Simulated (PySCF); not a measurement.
# C2H10Si2: the cost of one run

Computed with PySCF 2.14.0, with density-fitted response routines of our own, on a single molecule in the gas phase. Atoms are numbered from 0 throughout.

## Step 1: Starting geometry

14 atoms, charge 0, multiplicity 1; geometry from: GFN2-xTB. The atoms were then displaced at random by about 0.01 Å, so the start is not that level's minimum.

Bonds of the start (Å): C0–C1 1.50, C1–Si2 1.89, Si2–Si3 2.34, C0–H4 1.11, C0–H5 1.10, C0–H6 1.08, C1–H7 1.08, C1–H8 1.08, Si2–H9 1.49, Si2–H10 1.47, Si3–H11 1.47, Si3–H12 1.49, Si3–H13 1.42.

## Step 2: Relaxing the molecule at PBE0-D3(BJ)/def2-SVP

Job settings and geometry (Å):

```
{"job": {"xc": "PBE0", "basis": "def2-SVP", "d3": "d3bj", "grid": 1, "shake": 0.01, "kind": "geom"}, "charge": 0, "multiplicity": 1}
C     -1.726250     0.135680    -0.185640
C     -1.086970    -0.431570     1.046130
Si     0.651450     0.268840     1.324280
Si     2.022440    -0.063300    -0.539560
H     -1.837370     1.235770    -0.109230
H     -2.750520    -0.243030    -0.334090
H     -1.152660    -0.059520    -1.082470
H     -1.694790    -0.223710     1.913010
H     -1.033970    -1.507830     0.965070
H      1.197760    -0.381390     2.552200
H      0.510700     1.689810     1.692300
H      1.782290    -1.382520    -1.139380
H      1.708600     0.922680    -1.609600
H      3.402130     0.024990    -0.220750
```

On the command line:

```console
OMP_NUM_THREADS=1 python probes_run.py task.json out
```

The driver reads the jobs from task.json and runs them one after another.

**Question.** How long does this first job take on 1 thread of Arm Neoverse N1, shared host, and how much memory does it need?

About 73 s, with a peak of 0.48 GiB.
